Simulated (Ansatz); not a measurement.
# Rb2: the cost of one run

Computed with Ansatz 0.2.0 (the levels named in each step, unless a step's input says otherwise).

## (1) The starting structure

Bond lengths: Rb1–Rb2 3.785 Å.

As a file:

```xyz
2

Rb    0.0000    0.0000    0.0000
Rb    0.0000    0.0000    3.7850
```

## (2) A rough first relaxation, PBE-D4/def2-SVP

Input file input.yaml:

```yaml
crystal:
  periodic: [false, false, false]
  atoms:
    - { symbol: Rb, position_ang: [0.0, 0.0, 0.0] }
    - { symbol: Rb, position_ang: [0.0, 0.0, 3.78499] }
magnetization:
  spin_polarized: true
  initial_magnetization: 1
total_charge: 1
basis:
  gaussian: { orbitals: def2-SVP }
hamiltonian:
  xc: pbe
  dispersion: d4
relax:
  f_tol: 0.03
  max_steps: 200
```

Started as:

```sh
ansatz run input.yaml --threads 2 --pin off --max-ram 5120MiB --backend cpu --events-out ev --progress --plain --runs-dir out
```

What time and memory should one allow on 2 threads of Intel Xeon Platinum 8259CL at 2.50GHz (Skylake/Cascade Lake), shared host?

About 17 s, with a peak of 0.17 GiB.
